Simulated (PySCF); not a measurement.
# C15H10N2: first hyperpolarisability

What do calculations give for the first hyperpolarisability of C15H10N2 (`C#Cc1cc(-c2ccncc2)c2ccccn12`)?

Computed with PySCF 2.14.0 and routines of our own; the level stands in each step. Atoms count from 0.

## Step 1: The starting structure

27 atoms, charge 0, multiplicity 1; geometry from: GFN2-xTB.

## Step 2: First hyperpolarisability: quadratic response OPBE/3-21G

The job: settings as JSON, then the geometry in Å.

```
{"job": {"kind": "beta", "xc": "OPBE", "basis": "3-21G", "wavelengths": [1907, 1064], "frozen_core": false}, "charge": 0, "multiplicity": 1}
C      3.592752     3.032256    -0.955361
C      2.687920     2.278332    -0.714452
C      1.640827     1.392745    -0.427919
C      0.274703     1.626146    -0.395873
C     -0.376407     0.426024    -0.077962
C     -1.813351     0.241960     0.021034
C     -2.441269    -0.935742    -0.390515
C     -3.815348    -1.038154    -0.272131
N     -4.586845    -0.075448     0.206017
C     -3.997817     1.048786     0.581843
C     -2.633558     1.260918     0.511899
C      0.625447    -0.540367     0.104152
C      0.624221    -1.885812     0.505323
C      1.805614    -2.562010     0.619335
C      3.025770    -1.904246     0.342230
C      3.025234    -0.593167    -0.011883
N      1.851298     0.078458    -0.118328
H      4.370224     3.701592    -1.171382
H     -0.193783     2.566055    -0.614202
H     -1.869127    -1.742788    -0.821133
H     -4.332293    -1.938358    -0.580764
H     -4.660492     1.816193     0.962160
H     -2.205069     2.193447     0.845892
H     -0.316153    -2.361127     0.733024
H      1.819552    -3.595853     0.925370
H      3.957949    -2.438509     0.423446
H      3.920108    -0.024908    -0.217659
```

Level: quadratic response OPBE/3-21G first hyperpolarisability, Taylor convention, gas phase.

Started as:

```console
OMP_NUM_THREADS=2 python excited_run.py task.json out
```

The driver reads the jobs from task.json and runs them one after another.

What it wrote:

```text
coarse grid: 24616 points
cycle   1  E = -682.8390989422  dE =  2.876e+00  |g| = 5.401e-01  |ddm| = 6.780e+00
cycle   2  E = -682.6323334723  dE =  2.068e-01  |g| = 1.047e+00  |ddm| = 2.149e+00
cycle   3  E = -682.8997317759  dE = -2.674e-01  |g| = 2.620e-01  |ddm| = 1.545e+00
cycle   4  E = -682.9162927377  dE = -1.656e-02  |g| = 1.077e-01  |ddm| = 3.882e-01
cycle   5  E = -682.9187391169  dE = -2.446e-03  |g| = 4.650e-02  |ddm| = 1.410e-01
cycle   6  E = -682.9192460976  dE = -5.070e-04  |g| = 1.528e-02  |ddm| = 6.397e-02
cycle   7  E = -682.9193082116  dE = -6.211e-05  |g| = 3.888e-03  |ddm| = 2.176e-02
cycle   8  E = -682.9193111223  dE = -2.911e-06  |g| = 2.425e-03  |ddm| = 8.305e-03
final grid: 243824 points
cycle   9  E = -682.9380494144  dE = -4.138e-04  |g| = 1.640e-02  |ddm| = 9.427e-02
cycle  10  E = -682.9379762833  dE =  7.313e-05  |g| = 2.203e-02  |ddm| = 5.752e-02
cycle  11  E = -682.9380925278  dE = -1.162e-04  |g| = 1.062e-02  |ddm| = 4.373e-02
cycle  12  E = -682.9381264627  dE = -3.393e-05  |g| = 1.411e-03  |ddm| = 1.460e-02
cycle  13  E = -682.9381269464  dE = -4.837e-07  |g| = 4.264e-04  |ddm| = 2.164e-03
cycle  14  E = -682.9381269754  dE = -2.897e-08  |g| = 2.928e-04  |ddm| = 7.434e-04
cycle  15  E = -682.9381269973  dE = -2.199e-08  |g| = 5.994e-05  |ddm| = 3.318e-04
cycle  16  E = -682.9381269982  dE = -8.390e-10  |g| = 2.223e-05  |ddm| = 1.043e-04
converged SCF energy = -682.9381269982

Lowest singlets (eV, f): 3.3811 0.0078  3.4414 0.0913  3.7927 0.1438

First hyperpolarisability (au)
process     nm      |vector|   parallel      HRS      DR
static         -     1392.55     826.13     746.91   2.832
shg       1907.0     1729.59    1026.35     901.29   2.972
eope      1907.0     1493.99      886.4          -       -
shg       1064.0     3042.36    1805.12    1495.87   3.336
eope      1064.0     1757.15    1042.72          -       -
```

It took 72 s on 2 threads of Arm Neoverse V1, shared host; peak memory 0.92 GiB.

The fields below are evaluated on a grid from the run's orbitals.

Frontier orbitals at OPBE/3-21G, with the share of their density that lies nearest to each atom:

```csv
orbital,energy (eV),lies on
HOMO,-4.88,"C2, C4 about 17 % each; C0 12 %; C11, C13, C15 about 8 % each"
LUMO,-1.89,"C12, C13, C15 about 16 % each; N16 10 %"
```

ELF in a plane through or near 14 of the atoms.

Values, 10 rows by 14 columns:
```
0.00 0.00 0.00 0.00 0.00 0.00 0.00 0.00 0.00 0.00 0.00 0.00 0.00 0.00
0.00 0.00 0.00 0.03 0.00 0.00 0.00 0.00 0.00 0.00 0.00 0.00 0.00 0.00
0.00 0.00 0.86 0.77 0.71 0.23 0.02 0.69 0.00 0.01 0.00 0.00 0.00 0.00
0.00 0.00 0.29 0.75 0.47 0.49 0.51 0.87 0.03 0.69 0.26 0.73 0.23 0.00
0.00 0.00 0.00 0.02 0.09 0.61 0.40 0.80 0.40 0.47 0.73 0.62 0.13 0.00
0.00 0.00 0.42 1.00 0.37 0.51 0.39 0.71 0.59 0.61 0.20 0.60 0.89 0.00
0.00 0.00 0.01 0.33 0.10 0.25 0.29 0.71 0.03 0.55 0.55 0.30 0.00 0.00
0.00 0.00 0.38 1.00 0.36 0.44 0.44 0.94 0.41 0.00 0.00 0.00 0.00 0.00
0.00 0.00 0.00 0.00 0.03 0.99 0.69 0.00 0.00 0.00 0.00 0.00 0.00 0.00
0.00 0.00 0.00 0.00 0.00 0.00 0.00 0.00 0.00 0.00 0.00 0.00 0.00 0.00
```
The map spans 14.5 Å across and 12.7 Å up, centred on the molecule. Atoms in the plane (x, y in Å): C4 (0.4, 0.4), C5 (1.8, 0.3), N8 (4.6, 0.1), C9 (4.0, 1.1), C11 (-0.6, -0.6), C12 (-0.5, -2.0), C13 (-1.7, -2.7), C14 (-2.9, -2.1), C15 (-3.0, -0.7), N16 (-1.9, 0.0), H23 (0.4, -2.4), H24 (-1.6, -3.8), H25 (-3.8, -2.6), H26 (-3.9, -0.2).

On the surface of density 0.002 e/bohr³ the electrostatic potential runs, from the 1st to the 99th percentile, from -1.95 V near N8 to 1.54 V near H17.

## Step 3: First hyperpolarisability: quadratic response CAM-B3LYP/def2-SVPD

Settings changed since step 2:

```diff
@@ -1,2 +1,2 @@
-{"job": {"kind": "beta", "xc": "OPBE", "basis": "3-21G", "wavelengths": [1907, 1064], "frozen_core": false}, "charge": 0, "multiplicity": 1}
+{"job": {"kind": "beta", "xc": "CAM-B3LYP", "basis": "def2-SVPD", "wavelengths": [1550, 633, 532, 266], "frozen_core": false, "grid": 4}, "charge": 0, "multiplicity": 1}
 C      3.592752     3.032256    -0.955361
```

Method: quadratic response CAM-B3LYP/def2-SVPD first hyperpolarisability, Taylor convention, gas phase.

What it wrote:

```text
coarse grid: 24616 points
cycle   1  E = -685.9754234109  dE =  4.266e+00  |g| = 5.490e-01  |ddm| = 3.634e+01
cycle   2  E = -685.9740632861  dE =  1.360e-03  |g| = 6.303e-01  |ddm| = 9.087e+00
cycle   3  E = -686.0611225962  dE = -8.706e-02  |g| = 1.217e-01  |ddm| = 4.748e+00
cycle   4  E = -686.0639754925  dE = -2.853e-03  |g| = 6.557e-02  |ddm| = 6.172e-01
cycle   5  E = -686.0649684394  dE = -9.929e-04  |g| = 2.231e-02  |ddm| = 3.714e-01
cycle   6  E = -686.0650841910  dE = -1.158e-04  |g| = 4.900e-03  |ddm| = 1.265e-01
cycle   7  E = -686.0650917699  dE = -7.579e-06  |g| = 1.611e-03  |ddm| = 2.691e-02
final grid: 641952 points
cycle   8  E = -686.2019280694  dE = -7.667e-05  |g| = 4.552e-03  |ddm| = 4.753e-01
cycle   9  E = -686.2019286302  dE = -5.608e-07  |g| = 4.809e-03  |ddm| = 7.207e-02
cycle  10  E = -686.2019337832  dE = -5.153e-06  |g| = 7.452e-04  |ddm| = 2.716e-02
cycle  11  E = -686.2019339221  dE = -1.389e-07  |g| = 3.253e-04  |ddm| = 4.164e-03
cycle  12  E = -686.2019339549  dE = -3.278e-08  |g| = 1.055e-04  |ddm| = 2.859e-03
cycle  13  E = -686.2019339591  dE = -4.214e-09  |g| = 3.972e-05  |ddm| = 6.500e-04
cycle  14  E = -686.2019339602  dE = -1.107e-09  |g| = 2.606e-05  |ddm| = 4.716e-04
cycle  15  E = -686.2019339606  dE = -3.224e-10  |g| = 9.837e-06  |ddm| = 1.658e-04
converged SCF energy = -686.2019339606

Lowest singlets (eV, f): 3.7736 0.1160  4.3082 0.1576  4.5805 0.3636

First hyperpolarisability (au)
process     nm      |vector|   parallel      HRS      DR
static         -      826.36     495.65     596.89   2.093
shg       1550.0     1074.98     644.95     739.31   2.173
eope      1550.0      900.02     539.89          -       -
eope       633.0     1428.16     856.88          -       -
eope       532.0     1846.94    1107.83          -       -
```

Wall time 11 min (2 threads of Arm Neoverse V1, shared host); peak memory 2.9 GiB.

Warnings kept with the result: second harmonic within 0.3 eV of the first excitation or beyond it: left out; second harmonic within 0.3 eV of the first excitation or beyond it: left out; second harmonic within 0.3 eV of the first excitation or beyond it: left out.

## Step 4: Outcome

```
                                                 quantity                                                   value
         β vector (step 2, quadratic response OPBE/3-21G)  static 1393, SHG 1907.0 nm 1730, SHG 1064.0 nm 3042 au
                    surface potential, 1st and 99th percentile                                      -1.95 V and 1.54 V
β vector (step 3, quadratic response CAM-B3LYP/def2-SVPD)                       static 826, SHG 1550.0 nm 1075 au
```

In words: β grows from 1393 au (static) to 3042 au for doubling at 1064.0 nm: normal dispersion, which grows as twice the photon energy moves toward the bright states. By nearest atom (OPBE/3-21G), the HOMO sits on C2, C4 about 17 % each; C0 12 % and the LUMO on C12, C13, C15 about 16 % each; N16 10 %. β grows from 826 au (static) to 1075 au for doubling at 1550.0 nm: normal dispersion, which grows as twice the photon energy moves toward the bright states.
